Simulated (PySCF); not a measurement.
**The bond of ZnS+, level by level**

The task here is to estimate one member of a computed series from the others.

The runs use PySCF 2.14.0; Zn 6-31G(d,p), S 6-31G(d,p), no relativity.

Set-up of the first run:

The job is set up so:

```
atoms                         : Zn, S
charge                        : 1
basis                         : Zn 6-31G(d,p), S 6-31G(d,p)
Hamiltonian                   : no relativity
basis functions               : 52
electrons treated             : 45
masses in u                   : 63.9291, 31.9721
levels                        : PBE0, PBE, r²SCAN, TPSS, MN15, PBEsol, ωB97X, HF, MP2, SCS-MP2, CCSD, CCSD(T)
grid                          : 80 radial by 434 angular points
occupations                   : held fixed by the projection of orbital angular momentum
dissociation limit            : Zn+ + S, each in its ground configuration
starting distance in angstrom : 2.275
values of 2S to try           : 1, 3
```

Run with:

```
OMP_NUM_THREADS=1 python dia.py task.json out
```

Steps of the session up to this table: The job; First curve: PBE0; Excited determinants; PBE (GGA); r²SCAN; TPSS; MN15 (hybrid meta-GGA); PBEsol; ωB97X; UHF (mean field); Correlated methods on the Hartree–Fock reference.

One table of the session follows, with a row left open; its other results are not shown here.

It belongs to the step «The curves together». Energy (eV) from each level's lowest point:

```
R (Å)    UHF  UHF-MP2  UHF-SCS-MP2  UHF-CCSD  UHF-CCSD(T)
1.839  1.264    1.004        1.059       n/a          n/a
1.924  0.624    0.455        0.492     0.513        0.513
2.010      ?        ?            ?         ?            ?
2.074  0.089    0.037        0.047     0.056        0.057
2.138  0.014    0.000        0.000     0.000        0.001
2.202  0.000    0.026        0.018     0.000        0.000
2.288  0.037    0.163        0.152     0.061        0.064
2.395  0.105    0.425        0.416     0.204        0.208
2.523  0.181    0.693        0.682     0.420        0.424
```

Q: Estimate the row for R (Å) = 2.010 from the others.

Worked estimate for «UHF». A straight line through the neighbours (1.924, 0.624) and (2.074, 0.089) gives 0.624 + (0.089 − 0.624) × (2.010 − 1.924) / (2.074 − 1.924) = 0.317; a parabola fitted to 4 rows on both sides gives 0.232.

**Answer.** UHF: 0.246; UHF-MP2: 0.149; UHF-SCS-MP2: 0.170; UHF-CCSD: 0.185; UHF-CCSD(T): 0.187. In «UHF» the line misses by +0.071 and the parabola by -0.014.
